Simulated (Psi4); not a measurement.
# singlet SnSiH5O− at 5 levels

Aim: a comparison of 5 runs (B3LYP/def2-SVPD, BHLYP/def2-SVPD, CAM-B3LYP/def2-SVPD, M06-2X/def2-SVPD, wB97X/def2-SVPD) of singlet SnSiH5O−. 

The results are computed with Psi4 1.11.

## 1. The molecule

SnSiH5O−: 8 atoms, total charge -1, spin state singlet. SMILES of the parent species: `[SiH3][O][SnH2]`. The coordinates come from a PBE0-D4/def2-TZVP relaxation. This is one conformer, not always the lowest. That shape belongs to the parent species and isn't relaxed for this state.

Bond lengths: Si1–O2 1.631 Å, O2–Sn3 1.970 Å, Si1–H4 1.493 Å, Si1–H5 1.487 Å, Si1–H6 1.489 Å, Sn3–H7 1.723 Å, Sn3–H8 1.730 Å. Angles: Si1–O2–Sn3 136.4°, O2–Si1–H4 111.2°, O2–Si1–H5 109.2°, O2–Si1–H6 111.0°, O2–Sn3–H7 102.4°, O2–Sn3–H8 105.0°, H4–Si1–H5 108.7°, H4–Si1–H6 107.9°, H5–Si1–H6 108.8°, H7–Sn3–H8 112.5°.

## 2. A single-point energy at B3LYP/def2-SVPD (core potential) (run 1)

The input, h5osisn.xyz:

```xyz
8
H5OSiSn
Si    -0.737900     1.075100    -0.480800
O      0.586900     0.306200     0.078800
Sn     0.956500    -1.332100     1.108000
H     -1.877900     0.127700    -0.658800
H     -0.424600     1.696400    -1.794600
H     -1.173500     2.142300     0.461900
H      2.665400    -1.489100     0.950500
H      0.097400    -2.583700     0.279200
```

The input, h5osisn.py:

```python
import psi4

psi4.set_memory('1600 MB')
psi4.set_num_threads(1)
psi4.core.set_output_file('run.log', False)

with open('h5osisn.xyz') as f:
    atoms = ''.join(f.readlines()[2:])
m = psi4.geometry('-1 1\n' + atoms + 'symmetry c1\nno_reorient\nno_com')

options = {'basis': 'def2-SVPD', 'puream': True, 'e_convergence': 1e-09, 'd_convergence': 1e-08, 'scf_type': 'pk', 'dft_radial_points': 99, 'dft_spherical_points': 590}
psi4.set_options(options)

energy_value, wavefunction = psi4.energy('b3lyp', molecule=m, return_wfn=True)
psi4.oeprop(wavefunction, 'LOWDIN_CHARGES', 'MULLIKEN_CHARGES', 'WIBERG_LOWDIN_INDICES', title='B3LYP')
print(f'b3lyp energy: {energy_value:.10f} Eh')
for k, v in sorted(psi4.core.scalar_variables().items()):
    print(f'{k:45s} {v:18.10f}')
```

Started as:

```
python h5osisn.py
```

run.log:

```text
[...]
    !!!  WARNING: ECP capability is in beta. Please check occupations closely.  !!!
[...]
  Running in c1 symmetry.
[...]
  Nuclear repulsion =  182.370552065504938
[...]
  Multiplicity = 1
[...]
  Nalpha       = 25
  Nbeta        = 25
[...]
    Number of basis functions: 119
[...]
   @RKS iter   1:  -581.45263989205557   -8.61053e-01   8.64917e-03 DIIS/ADIIS
[...]
   @RKS iter  12:  -582.02573480989338   -2.11458e-11   9.47741e-09 DIIS
[...]
    Orbital Energies [Eh]
    ---------------------
    Doubly Occupied:
       1A    -65.989166     2A    -18.939596     3A     -5.149596
       4A     -4.874309     5A     -3.512214     6A     -3.511603
       7A     -3.511476     8A     -3.218190     9A     -3.214616
      10A     -3.210882    11A     -0.825258    12A     -0.801004
      13A     -0.795657    14A     -0.793969    15A     -0.792753
      16A     -0.741876    17A     -0.386422    18A     -0.304184
      19A     -0.226525    20A     -0.224917    21A     -0.204171
      22A     -0.152242    23A     -0.141800    24A     -0.115583
      25A      0.016602
[...]
  @RKS Final Energy:  -582.02573480989338
   => Energetics <=
    Nuclear Repulsion Energy =            182.3705520655049384
    One-Electron Energy =               -1256.9605991070955042
    Two-Electron Energy =                 532.7993228168086262
    DFT Exchange-Correlation Energy =     -40.2350105851113256
    Empirical Dispersion Energy =           0.0000000000000000
    VV10 Nonlocal Energy =                  0.0000000000000000
    Total Energy =                       -582.0257348098933790
[...]
 Multipole Moments:
 ------------------------------------------------------------------------------------
     Multipole            Electronic (a.u.)      Nuclear  (a.u.)        Total (a.u.)
 ------------------------------------------------------------------------------------
 L = 1.  Multiply by 2.5417464519 to convert [e a0] to [Debye]
 Dipole X            :        -29.0435867           27.7683916           -1.2751951
 Dipole Y            :         24.0792030          -22.5096617            1.5695412
 Dipole Z            :        -34.7236214           33.0955295           -1.6280919
 Magnitude           :                                                    2.5962021
[...]
  Mulliken Charges: (a.u.)
   Center  Symbol    Alpha    Beta     Spin     Total
       1    SI     7.04683  7.04683  0.00000 -0.09365
       2     O     4.46436  4.46436  0.00000 -0.92871
       3    SN    11.10312 11.10312  0.00000 -0.20624
       4     H     0.46055  0.46055  0.00000  0.07890
       5     H     0.44397  0.44397  0.00000  0.11207
       6     H     0.45667  0.45667  0.00000  0.08666
       7     H     0.50927  0.50927  0.00000 -0.01854
       8     H     0.51525  0.51525  0.00000 -0.03049
   Total alpha = 25.00000, Total beta = 25.00000, Total charge = -1.00000
[...]
```

On the terminal:

```text
b3lyp energy: -582.0257348099 Eh
CURRENT ENERGY                                   -582.0257348099
CURRENT REFERENCE ENERGY                         -582.0257348099
DD SOLVATION ENERGY                                 0.0000000000
DFT FUNCTIONAL TOTAL ENERGY                      -582.0257348099
DFT TOTAL ENERGY                                 -582.0257348099
DFT VV10 ENERGY                                     0.0000000000
DFT XC ENERGY                                     -40.2350105851
GRID ELECTRONS ALPHA                               25.0000003094
GRID ELECTRONS BETA                                25.0000003094
GRID ELECTRONS TOTAL                               50.0000006188
NUCLEAR REPULSION ENERGY                          182.3705520655
ONE-ELECTRON ENERGY                             -1256.9605991071
PCM POLARIZATION ENERGY                             0.0000000000
PE ENERGY                                           0.0000000000
SCF ITERATION ENERGY                             -582.0257348099
SCF ITERATIONS                                     12.0000000000
SCF TOTAL ENERGY                                 -582.0257348099
TWO-ELECTRON ENERGY                               532.7993228168
XC GRID RADIAL POINTS                              99.0000000000
XC GRID SPHERICAL POINTS                          590.0000000000
XC GRID TOTAL POINTS                           446852.0000000000
```

It took 31 s on 1 thread of Intel Xeon Platinum 8488C (Sapphire Rapids), shared host; peak memory 0.73 GiB.

## 3. Energy and gradient at BHLYP/def2-SVPD (core potential) (run 2)

The input, run.py:

```python
import psi4

psi4.set_memory(1600000000)
psi4.set_num_threads(1)
psi4.core.set_output_file('output.dat', False)

molecule = psi4.geometry("""
-1 1
Si
O 1 1.630783
Sn 2 1.969742 1 136.37606
H 1 1.492934 2 111.22512 3 -24.69566
H 1 1.486688 4 108.70862 2 120.28181
H 1 1.489076 5 108.75934 4 -117.20812
H 3 1.723309 2 102.36215 1 169.29388
H 3 1.729585 7 112.50934 2 112.15162
symmetry c1
""")

options = {'basis': 'def2-SVPD', 'reference': 'rks', 'puream': True, 'e_convergence': 1e-09, 'd_convergence': 1e-08, 'scf_type': 'pk', 'dft_radial_points': 99, 'dft_spherical_points': 590}
psi4.set_options(options)

e, wfn = psi4.gradient("bhhlyp", molecule=molecule, return_wfn=True)
psi4.oeprop(wfn, "QUADRUPOLE", "WIBERG_LOWDIN_INDICES", "MAYER_INDICES")
print('gradient / Eh bohr^-1')
print(e.np.round(6))
print(f'energy = {wfn.energy():.10f} Eh')
```

Started as:

```
python run.py
```

output.dat, shortened:

```text
[...]
  Running in c1 symmetry.
[...]
  Nuclear repulsion =  182.370566035199090
[...]
  Multiplicity = 1
[...]
  Nalpha       = 25
  Nbeta        = 25
[...]
    Number of basis functions: 119
[...]
   @RKS iter   1:  -581.38820359082069   -1.14995e+00   7.44166e-03 DIIS/ADIIS
[...]
   @RKS iter  12:  -581.81335138815223   -7.04858e-12   4.34575e-09 DIIS
[...]
    Orbital Energies [Eh]
    ---------------------
    Doubly Occupied:
       1A    -67.008095     2A    -19.483816     3A     -5.477367
       4A     -5.168812     5A     -3.745183     6A     -3.744824
       7A     -3.744717     8A     -3.454941     9A     -3.451688
      10A     -3.447837    11A     -0.948473    12A     -0.918992
      13A     -0.913164    14A     -0.911315    15A     -0.910051
      16A     -0.864766    17A     -0.462340    18A     -0.369708
      19A     -0.289999    20A     -0.288805    21A     -0.263170
      22A     -0.211528    23A     -0.204117    24A     -0.167585
      25A     -0.014567
[...]
  @RKS Final Energy:  -581.81335138815223
   => Energetics <=
    Nuclear Repulsion Energy =            182.3705660351990900
    One-Electron Energy =               -1257.0841184482253539
    Two-Electron Energy =                 518.6411771851975345
    DFT Exchange-Correlation Energy =     -25.7409761603234948
    Empirical Dispersion Energy =           0.0000000000000000
    VV10 Nonlocal Energy =                  0.0000000000000000
    Total Energy =                       -581.8133513881522276
[...]
  -Total Gradient:
     Atom            X                  Y                   Z
    ------   -----------------  -----------------  -----------------
       1       -0.000163874793     0.003296097051    -0.024460865473
       2       -0.011723586803    -0.034332927473     0.042748731618
       3        0.054399933032     0.050261106029    -0.025866602092
       4        0.000166502291    -0.001737837434     0.004133023242
       5        0.000049423045    -0.000894394088     0.005272438557
       6       -0.000282605515    -0.000981642887     0.004071521948
       7       -0.019365935997    -0.010592658391    -0.005939760053
       8       -0.023081826319    -0.005004553479     0.000033132997
[...]
 Multipole Moments:
 ------------------------------------------------------------------------------------
     Multipole            Electronic (a.u.)      Nuclear  (a.u.)        Total (a.u.)
[...]
```

Standard output:

```text
gradient / Eh bohr^-1
[[-1.6400e-04  3.2960e-03 -2.4461e-02]
 [-1.1724e-02 -3.4333e-02  4.2749e-02]
 [ 5.4400e-02  5.0261e-02 -2.5867e-02]
 [ 1.6700e-04 -1.7380e-03  4.1330e-03]
 [ 4.9000e-05 -8.9400e-04  5.2720e-03]
 [-2.8300e-04 -9.8200e-04  4.0720e-03]
 [-1.9366e-02 -1.0593e-02 -5.9400e-03]
 [-2.3082e-02 -5.0050e-03  3.3000e-05]]
energy = -581.8133513882 Eh
```

Wall time 45 s (1 thread of Intel Xeon Platinum 8488C (Sapphire Rapids), shared host); peak memory 0.73 GiB.

Runs 3 to 4 aren't shown in full; the table further down has their settings and results.

## 4. The energy at wB97X/def2-SVPD (core potential) (run 5)

The input, input.dat:

```
memory 1.6 GB

molecule molecule1 {
  -1 1
  Si    -0.737900     1.075100    -0.480800
  O      0.586900     0.306200     0.078800
  Sn     0.956500    -1.332100     1.108000
  H     -1.877900     0.127700    -0.658800
  H     -0.424600     1.696400    -1.794600
  H     -1.173500     2.142300     0.461900
  H      2.665400    -1.489100     0.950500
  H      0.097400    -2.583700     0.279200
  symmetry c1
  no_reorient
  no_com
}

set {
  basis                def2-SVPD
  reference            rks
  puream               true
  e_convergence        1e-09
  d_convergence        1e-08
  scf_type             pk
  dft_radial_points    99
  dft_spherical_points 590
}

e_tot, wfn = energy('wb97x', return_wfn=True)
oeprop(wfn, 'MAYER_INDICES', 'WIBERG_LOWDIN_INDICES', 'LOWDIN_CHARGES')
print_variables()
```

Started as:

```
psi4 -i input.dat -o output.dat -n 1
```

output.dat:

```text
[...]
    !!!  WARNING: ECP capability is in beta. Please check occupations closely.  !!!
[...]
  Running in c1 symmetry.
[...]
  Nuclear repulsion =  182.370552065504938
[...]
  Multiplicity = 1
[...]
  Nalpha       = 25
  Nbeta        = 25
[...]
    Number of basis functions: 119
[...]
   @RKS iter   1:  -581.51742573344222   -1.37419e+00   7.59955e-03 DIIS/ADIIS
[...]
   @RKS iter  13:  -581.94066861247131   -2.39879e-11   7.38651e-09 DIIS
[...]
    Orbital Energies [Eh]
    ---------------------
    Doubly Occupied:
       1A    -65.991599     2A    -19.004898     3A     -5.251973
       4A     -4.980431     5A     -3.612315     6A     -3.611574
       7A     -3.611426     8A     -3.332347     9A     -3.328538
      10A     -3.324340    11A     -0.944864    12A     -0.918413
      13A     -0.912680    14A     -0.910787    15A     -0.909481
      16A     -0.863212    17A     -0.507345    18A     -0.418596
      19A     -0.333495    20A     -0.332080    21A     -0.306603
      22A     -0.251899    23A     -0.242292    24A     -0.211877
      25A     -0.062187
[...]
  @RKS Final Energy:  -581.94066861247131
   => Energetics <=
    Nuclear Repulsion Energy =            182.3705520655049384
    One-Electron Energy =               -1256.8409567220949157
    Two-Electron Energy =                 528.0513399034160784
    DFT Exchange-Correlation Energy =     -35.5216038592973575
    Empirical Dispersion Energy =           0.0000000000000000
    VV10 Nonlocal Energy =                  0.0000000000000000
    Total Energy =                       -581.9406686124713133
[...]
 Multipole Moments:
 ------------------------------------------------------------------------------------
     Multipole            Electronic (a.u.)      Nuclear  (a.u.)        Total (a.u.)
 ------------------------------------------------------------------------------------
 L = 1.  Multiply by 2.5417464519 to convert [e a0] to [Debye]
 Dipole X            :        -29.0443130           27.7683916           -1.2759214
 Dipole Y            :         24.1020000          -22.5096617            1.5923383
 Dipole Z            :        -34.8474580           33.0955295           -1.7519285
 Magnitude           :                                                    2.6893810
[...]
```

Run time: 46 s. Hardware: 1 thread of Intel Xeon Platinum 8488C (Sapphire Rapids), shared host; peak memory 0.92 GiB.

## 5. The series

```tsv
run	level	task	energy (Eh)	HOMO energy (eV)	LUMO energy (eV)	HOMO–LUMO gap (eV)	wall time
1	B3LYP/def2-SVPD (core potential)	energy	-582.025735	0.45	3.63	3.18	31 s
2	BHLYP/def2-SVPD (core potential)	gradient	-581.813351	-0.40	4.37	4.76	45 s
3	CAM-B3LYP/def2-SVPD (core potential)	gradient	-581.889269	-0.81	4.52	5.32	71 s
4	M06-2X/def2-SVPD (core potential)	energy	-581.800172	-0.53	4.21	4.74	63 s
5	wB97X/def2-SVPD (core potential)	energy	-581.940669	-1.69	5.47	7.16	46 s
```

## 6. Summary of results

| quantity | value |
| --- | --- |
| run 5: total energy | -581.94067 Eh |
| run 5: HOMO energy | -1.69 eV |
| run 5: LUMO energy | 5.47 eV |
| run 5: HOMO–LUMO gap (to an unbound level, set by the basis) | 7.16 eV |

**Reading.** The HOMO–LUMO gap runs from 3.18 eV (B3LYP/def2-SVPD) to 7.16 eV (wB97X/def2-SVPD). The empty levels of an anion lie above zero and hang on the basis. Totals of different functionals can't be ranked against each other. In run 1 the HOMO lies above zero, so the outermost electron may be held by the basis alone. All runs together took 4.3 min, the longest 71 s.
